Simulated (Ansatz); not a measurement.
# C₃H₉InO: taking an electron away

How much energy removes an electron from C₃H₉InO at fixed geometry? The cation is run at each level and the neutral's energy taken from earlier runs.

The runs use Ansatz 0.2.0, Gaussian basis; unrestricted cation, the program's frozen cores in correlated methods.

Plan: UKS PBE-D4/def2-TZVPP; UKS r2SCAN-D4/def2-TZVPP; UKS PBE0-D4/def2-TZVPP; UKS B3LYP-D4/def2-TZVPP; UKS wB97X-V/def2-TZVPP; UKS wB97M-V/def2-TZVPP; UKS B2PLYP/def2-TZVPP; UHF-CCSD(T)/def2-TZVPP; UHF-MP2/def2-QZVPP; extrapolation to the limit; then −ε(HOMO) from the neutral's earlier runs with LDA (SPW92), PBE-D4, revPBE-D4, BLYP-D4, r2SCAN-D4, B97M-V, PBE0-D4, B3LYP-D4, r2SCANh-D4, r2SCAN0-D4, HSE06-D4, BHLYP-D4, CAM-B3LYP-D4, LC-ωPBE, ωB97X-V, ωB97M-V.

## 1. Structure used throughout

All runs share one geometry, relaxed beforehand with PBE0-D4 in a triple-zeta def2 set. In takes the def2 core potential; no spin-orbit term is included.

SMILES `CC(C)[O][InH2]`, 14 atoms, charge 0, spin multiplicity 1.

Atoms are counted from 1 here; the program's logs count them from 0.

Bond lengths: C1–C2 1.519 Å, C1–H6 1.093 Å, C1–H7 1.093 Å, C1–H8 1.093 Å, C2–C3 1.519 Å, C2–O4 1.407 Å, C2–H9 1.105 Å, C3–H10 1.093 Å, C3–H11 1.093 Å, C3–H12 1.093 Å, O4–In5 1.986 Å, In5–H13 1.713 Å, In5–H14 1.703 Å. Angles: C2–C1–H6 110.6°, C2–C1–H7 109.8°, C2–C1–H8 111.3°, H6–C1–H7 108.1°, H6–C1–H8 108.4°, H7–C1–H8 108.6°, C1–C2–C3 111.6°, C1–C2–O4 109.3°, C1–C2–H9 108.0°, C3–C2–O4 109.2°, C3–C2–H9 108.0°, O4–C2–H9 110.9°, C2–C3–H10 110.6°, C2–C3–H11 109.8°, C2–C3–H12 111.3°, H10–C3–H11 108.1°, H10–C3–H12 108.4°, H11–C3–H12 108.6° and more.

## 2. Cation, UKS PBE-D4/def2-TZVPP

Input file in.yaml:

```yaml
crystal:
  periodic: [false, false, false]
  atoms:
    - {symbol: C, position_ang: [-1.434388, 0.275428, 0.800295]}
    - {symbol: C, position_ang: [-0.025941, -0.031768, 0.323018]}
    - {symbol: C, position_ang: [0.442786, -1.392530, 0.807239]}
    - {symbol: O, position_ang: [0.003766, -0.004756, -1.083440]}
    - {symbol: In, position_ang: [1.114444, 1.256460, -2.142336]}
    - {symbol: H, position_ang: [-1.748095, 1.265186, 0.460188]}
    - {symbol: H, position_ang: [-2.132488, -0.460395, 0.392826]}
    - {symbol: H, position_ang: [-1.497994, 0.250054, 1.891482]}
    - {symbol: H, position_ang: [0.651003, 0.731870, 0.745845]}
    - {symbol: H, position_ang: [1.463395, -1.589414, 0.470723]}
    - {symbol: H, position_ang: [-0.204994, -2.173758, 0.401177]}
    - {symbol: H, position_ang: [0.421915, -1.454123, 1.898635]}
    - {symbol: H, position_ang: [2.033020, 2.307302, -1.148623]}
    - {symbol: H, position_ang: [0.913571, 1.020453, -3.817039]}
basis:
  gaussian: {orbitals: def2-TZVPP}
total_charge: 1
magnetization: {spin_polarized: true, initial_magnetization: 1}
hamiltonian: {xc: pbe, dispersion: d4}
```

The run is started by

```sh
ansatz run in.yaml --threads 2 --pin off --events-out ev --progress --plain --max-ram 22528MiB --backend cuda --devices 0, --max-vram 18GiB
```

After this run come: Cation, UKS r2SCAN-D4/def2-TZVPP; Cation, UKS PBE0-D4/def2-TZVPP; Cation, UKS B3LYP-D4/def2-TZVPP; Cation, UKS wB97X-V/def2-TZVPP; Cation, UKS wB97M-V/def2-TZVPP; Cation, UKS B2PLYP (frozen core)/def2-TZVPP; Cation, UHF-CCSD(T)/def2-TZVPP; Cation, UHF-MP2/def2-QZVPP.

**Question.** What will the summary of the whole plan be? Wanted: ionisation energy, CCSD(T)/CBS; nearest functional by difference; nearest −ε(HOMO); −ε(HOMO) of PBE; T1 of the cation.

**Answer**, as computed:

```
                        quantity               value
  ionisation energy, CCSD(T)/CBS             9.51 eV
nearest functional by difference   B2PLYP (-0.21 eV)
                nearest −ε(HOMO)  ωB97M-V (+0.18 eV)
                 −ε(HOMO) of PBE             5.94 eV
                T1 of the cation               0.025
```

In words: By cation minus neutral, the functionals miss by 0.44 eV at most. −ε(HOMO) of PBE misses by 3.6 eV, since self-interaction lifts the level. Among orbital estimates ωB97M-V comes nearest. Hartree-Fock falls 1.68 eV short, as the neutral has more correlation energy than the cation. Correlated methods include outer-core shells of In, which these sets cover unevenly. With outer-core shells in play the reference is unsure by up to some tenths of an eV, so close misses can't be ranked.
